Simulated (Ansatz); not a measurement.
Working through a rigid scan of one bond angle of AlBr₂HO, SMILES [OH][Al]([Br])[Br]

Program: the Python package of Ansatz (0.2.0).

Interactive session:
```pycon
>>> import ansatz as az
>>> from ase import Atoms
>>> atoms = Atoms(["O", "Al", "Br", "Br", "H"], positions=[
...     (0.08166, 1.22543, 0.08861),
...     (-0.02721, -0.3983, -0.02871),
...     (1.47235, -1.68507, 1.03614),
...     (-1.675, -1.30821, -1.25137),
...     (0.14819, 2.16615, 0.15533),
... ])
>>> first = (
...     az.Crystal.molecule_from_ase(atoms).calculation()
...     .basis(gaussian="def2-SVP")
...     .functional("pbe0")
...     .relax(force_tolerance=0.02, max_steps=80)
... )
>>> atoms.positions = first.run().report["positions_ang"]

>>> rows = []
>>> for angle in [90, 100, 110, 120, 135, 150, 165, 179]:
...     bent = atoms.copy()
...     bent.set_angle(1, 0, 4, angle, indices=[4])
...     calculation = (
...         az.Crystal.molecule_from_ase(bent).calculation()
...         .basis(gaussian="def2-SVP")
...         .correlation("mp2")
...     )
...     rows.append((angle, calculation.run().report["free_energy_ev"]))
...
>>> floor = min(e for _, e in rows)
>>> for angle, e in rows:
...     print(f"angle Al1-O0-H4 = {angle:3d} deg   {1000 * (e - floor):9.1f} meV")
...
angle Al1-O0-H4 =  90 deg       341.5 meV
angle Al1-O0-H4 = 100 deg       150.1 meV
angle Al1-O0-H4 = 110 deg        45.1 meV
angle Al1-O0-H4 = 120 deg         0.0 meV
angle Al1-O0-H4 = 135 deg         4.2 meV
angle Al1-O0-H4 = 150 deg        51.4 meV
angle Al1-O0-H4 = 165 deg       101.4 meV
angle Al1-O0-H4 = 179 deg       125.2 meV
```

Caveats:
- The scan is rigid, and the energies are electronic, in a modest basis. The zero is the lowest point of the grid, which needn't be the minimum.
- The start is relaxed with a density functional and scanned with the wavefunction method, so it isn't exactly that method's minimum.
- Run time: 120 s on 1 thread of Arm Neoverse V1 (shared host), peak memory 0.32 GiB.

(Lines on the test bed's own set-up are left out of the output.)
